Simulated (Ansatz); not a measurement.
**BCl₂H₂N: a ladder of functionals and wavefunction methods**

One table from this session's results is given with a row withheld; the runs are named, their logs left out.

The runs use Ansatz 0.2.0, Gaussian basis; functionals in def2-TZVPP, the program's frozen cores in correlated methods.

The runs, in order: LDA (SPW92), PBE-D4, revPBE-D4, BLYP-D4, r2SCAN-D4, B97M-V, PBE0-D4, B3LYP-D4, r2SCANh-D4, r2SCAN0-D4, HSE06-D4, BHLYP-D4, CAM-B3LYP-D4, LC-ωPBE, ωB97X-V, ωB97M-V, B2PLYP, PBE-QIDH; CCSD(T)/def2-SVP; CCSD(T)/def2-TZVPP; MP2/def2-QZVPP; extrapolation to the limit; RPA on PBE.

### The geometry

An earlier PBE0-D4 in a triple-zeta def2 set relaxation fixed the geometry.

SMILES `NB(Cl)Cl`, 6 atoms, charge 0, spin multiplicity 1.

Atoms are counted from 1 here; the program's logs count them from 0.

Bond lengths: N1–B2 1.384 Å, N1–H5 1.005 Å, N1–H6 1.005 Å, B2–Cl3 1.761 Å, B2–Cl4 1.761 Å. Angles: B2–N1–H5 122.3°, B2–N1–H6 122.3°, H5–N1–H6 115.4°, N1–B2–Cl3 120.3°, N1–B2–Cl4 120.3°, Cl3–B2–Cl4 119.5°.

The first run:

in.yaml reads:

```yaml
crystal:
  periodic: [false, false, false]
  atoms:
    - {symbol: N, position_ang: [0.479513, 0.537537, 0.353233]}
    - {symbol: B, position_ang: [-0.328996, -0.400528, -0.264355]}
    - {symbol: Cl, position_ang: [-2.038218, -0.065496, -0.524966]}
    - {symbol: Cl, position_ang: [0.342877, -1.939113, -0.796284]}
    - {symbol: H, position_ang: [1.458341, 0.378715, 0.517331]}
    - {symbol: H, position_ang: [0.128683, 1.424986, 0.668841]}
basis:
  gaussian: {orbitals: def2-TZVPP}
hamiltonian: {xc: lda}
output: {orbitals: {seedname: orbitals}}
```

Steps of the session up to this table: LDA; PBE-D4 (GGA); revPBE-D4 (GGA); BLYP-D4 (GGA); r2SCAN-D4 (meta-GGA); B97M-V (meta-GGA); PBE0-D4 (hybrid); B3LYP-D4 (hybrid); r2SCANh-D4 (hybrid); r2SCAN0-D4 (hybrid); HSE06-D4 (hybrid); BHLYP-D4 (hybrid); CAM-B3LYP-D4 (range-separated); LC-ωPBE-D4 (range-separated; the results give it without D4); ωB97X-V (range-separated); ωB97M-V (range-separated); B2PLYP (double hybrid); PBE-QIDH (double hybrid).

One table of the session follows, with a row left open; its other results are not shown here.

It belongs to the step «Frontier levels by functional». 

```
  functional  HOMO (eV)  gap (eV)
 LDA (SPW92)      -7.34      6.25
      PBE-D4      -7.16      6.34
   revPBE-D4      -7.10      6.39
     BLYP-D4      -7.01      6.37
   r2SCAN-D4          ?         ?
      B97M-V      -7.55      7.23
     PBE0-D4      -8.57      8.75
    B3LYP-D4      -8.31      8.29
  r2SCANh-D4      -8.01      7.87
  r2SCAN0-D4      -8.80      9.17
    HSE06-D4      -8.17      7.96
    BHLYP-D4      -9.86     11.17
CAM-B3LYP-D4      -9.98     11.34
     LC-ωPBE     -11.42     13.92
     ωB97X-V     -11.01     13.48
     ωB97M-V     -10.88     12.96
```

Q: Estimate the row for r2SCAN-D4 from the others.

Worked estimate for «HOMO (eV)». Against the share of exact exchange, r2SCANh-D4 (0.1, -8.01), r2SCAN0-D4 (0.25, -8.80) give a slope of -5.27 per unit share; at 0 the line stands at -7.48.

As computed: HOMO (eV): -7.49; gap (eV): 7.00. In «HOMO (eV)» the line misses by +0.01.
